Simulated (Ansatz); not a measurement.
# C4H12BrClN2Zr: up Jacob's ladder to CCSD(T)

One table from this session's results is given with a row withheld; the runs are named, their logs left out.

Program: Ansatz 0.2.0, Gaussian basis. Level of theory: functionals in def2-TZVPP, the program's frozen cores in correlated methods. These are calculated values, not measurements.

Levels to be run: LDA (SPW92), PBE-D4, revPBE-D4, BLYP-D4, r2SCAN-D4, B97M-V, PBE0-D4, B3LYP-D4, r2SCANh-D4, r2SCAN0-D4, HSE06-D4, BHLYP-D4, CAM-B3LYP-D4, LC-ωPBE, ωB97X-V, ωB97M-V, B2PLYP, PBE-QIDH; CCSD(T)/def2-SVP; CCSD(T)/def2-TZVPP; MP2/def2-QZVPP; extrapolation to the limit; RPA on PBE.

## Structure used throughout

All runs share one geometry, relaxed beforehand with PBE0-D4 in a triple-zeta def2 set. Zr takes the def2 core potential; no spin-orbit term is included.

21 atoms, charge 0, spin multiplicity 1.

Atoms are counted from 1 here; the program's logs count them from 0.

Bond lengths: C1–N2 1.439 Å, C1–H10 1.099 Å, C1–H11 1.099 Å, C1–H12 1.091 Å, N2–C3 1.447 Å, N2–Zr4 2.000 Å, C3–H13 1.098 Å, C3–H14 1.098 Å, C3–H15 1.098 Å, Zr4–Cl5 2.374 Å, Zr4–Br6 2.547 Å, Zr4–N7 1.997 Å, N7–C8 1.447 Å, N7–C9 1.442 Å, C8–H16 1.097 Å, C8–H17 1.098 Å, C8–H18 1.098 Å, C9–H19 1.092 Å and more. Angles: N2–C1–H10 111.4°, N2–C1–H11 111.2°, N2–C1–H12 110.6°, H10–C1–H11 107.4°, H10–C1–H12 108.2°, H11–C1–H12 107.9°, C1–N2–C3 113.4°, C1–N2–Zr4 133.7°, C3–N2–Zr4 112.9°, N2–C3–H13 111.5°, N2–C3–H14 111.5°, N2–C3–H15 111.2°, H13–C3–H14 108.6°, H13–C3–H15 106.9°, H14–C3–H15 106.9°, N2–Zr4–Cl5 108.9°, N2–Zr4–Br6 106.5°, N2–Zr4–N7 105.6° and more.

Geometry (Å):

```xyz
21
C4H12BrClN2Zr
C     1.6796   -1.2931    0.4451
N     1.4991    0.1294    0.3295
C     2.7007    0.8863    0.6055
Zr   -0.0701    1.2914   -0.1023
Cl    0.4531    2.6177   -1.9999
Br   -0.5699    2.6444    1.9971
N    -1.5754    0.0388   -0.4932
C    -2.0304   -0.7295    0.6448
C    -2.3245   -0.2080   -1.7001
H     2.0027   -1.5746    1.4569
H     2.4428   -1.6555   -0.2571
H     0.7475   -1.8166    0.2263
H     3.0587    0.7148    1.6291
H     3.5072    0.6315   -0.0944
H     2.5207    1.9654    0.5075
H    -3.0762   -0.5055    0.8908
H    -1.9435   -1.8089    0.4610
H    -1.4358   -0.4996    1.5383
H    -1.9405    0.4001   -2.5213
H    -2.2588   -1.2629   -1.9984
H    -3.3870    0.0342   -1.5651
```

The first run:

Contents of in.yaml:

```yaml
crystal:
  periodic: [false, false, false]
  atoms:
    - {symbol: C, position_ang: [1.679636, -1.293075, 0.445080]}
    - {symbol: N, position_ang: [1.499089, 0.129375, 0.329534]}
    - {symbol: C, position_ang: [2.700729, 0.886298, 0.605510]}
    - {symbol: Zr, position_ang: [-0.070082, 1.291441, -0.102290]}
    - {symbol: Cl, position_ang: [0.453056, 2.617721, -1.999919]}
    - {symbol: Br, position_ang: [-0.569937, 2.644391, 1.997076]}
    - {symbol: N, position_ang: [-1.575427, 0.038815, -0.493235]}
    - {symbol: C, position_ang: [-2.030394, -0.729515, 0.644787]}
    - {symbol: C, position_ang: [-2.324512, -0.208045, -1.700069]}
    - {symbol: H, position_ang: [2.002695, -1.574632, 1.456925]}
    - {symbol: H, position_ang: [2.442848, -1.655474, -0.257139]}
    - {symbol: H, position_ang: [0.747525, -1.816607, 0.226343]}
    - {symbol: H, position_ang: [3.058707, 0.714849, 1.629054]}
    - {symbol: H, position_ang: [3.507166, 0.631543, -0.094421]}
    - {symbol: H, position_ang: [2.520663, 1.965405, 0.507521]}
    - {symbol: H, position_ang: [-3.076236, -0.505465, 0.890767]}
    - {symbol: H, position_ang: [-1.943467, -1.808895, 0.460966]}
    - {symbol: H, position_ang: [-1.435841, -0.499581, 1.538302]}
    - {symbol: H, position_ang: [-1.940464, 0.400120, -2.521280]}
    - {symbol: H, position_ang: [-2.258781, -1.262919, -1.998375]}
    - {symbol: H, position_ang: [-3.386984, 0.034231, -1.565087]}
basis:
  gaussian: {orbitals: def2-TZVPP}
hamiltonian: {xc: lda}
output: {orbitals: {seedname: orbitals}}
```

Command:

```bash
$ ansatz run in.yaml --threads 4 --pin off --events-out ev --progress --plain --max-ram 66560MiB --backend cuda --devices 0, --max-vram 37GiB
```

Steps of the session up to this table: LDA; PBE-D4 (GGA); revPBE-D4 (GGA); BLYP-D4 (GGA); r2SCAN-D4 (meta-GGA); B97M-V (meta-GGA); PBE0-D4 (hybrid); B3LYP-D4 (hybrid); r2SCANh-D4 (hybrid); r2SCAN0-D4 (hybrid); HSE06-D4 (hybrid); BHLYP-D4 (hybrid); CAM-B3LYP-D4 (range-separated); LC-ωPBE (range-separated); ωB97X-V (range-separated); ωB97M-V (range-separated); B2PLYP (double hybrid); PBE-QIDH (double hybrid).

One table of the session follows, with a row left open; its other results are not shown here.

It belongs to the step «Frontier levels by functional». 

| functional | HOMO (eV) | gap (eV) |
| --- | --- | --- |
| LDA (SPW92) | -5.74 | 3.45 |
| PBE-D4 | -5.61 | 3.55 |
| revPBE-D4 | -5.55 | 3.59 |
| BLYP-D4 | -5.48 | 3.55 |
| r2SCAN-D4 | -5.84 | 3.94 |
| B97M-V | -5.95 | 4.03 |
| PBE0-D4 | -6.84 | 5.63 |
| B3LYP-D4 | -6.63 | 5.21 |
| r2SCANh-D4 | -6.30 | 4.71 |
| r2SCAN0-D4 | -7.01 | 5.90 |
| HSE06-D4 | -6.44 | 4.86 |
| BHLYP-D4 | -8.00 | 7.79 |
| CAM-B3LYP-D4 | -8.17 | 8.05 |
| LC-ωPBE | ? | ? |
| ωB97X-V | -9.17 | 10.09 |
| ωB97M-V | -9.07 | 9.88 |

**Question.** Estimate the row for LC-ωPBE.

The run gave: HOMO (eV): -9.49; gap (eV): 10.53. In the column «HOMO (eV)» it is the lowest.
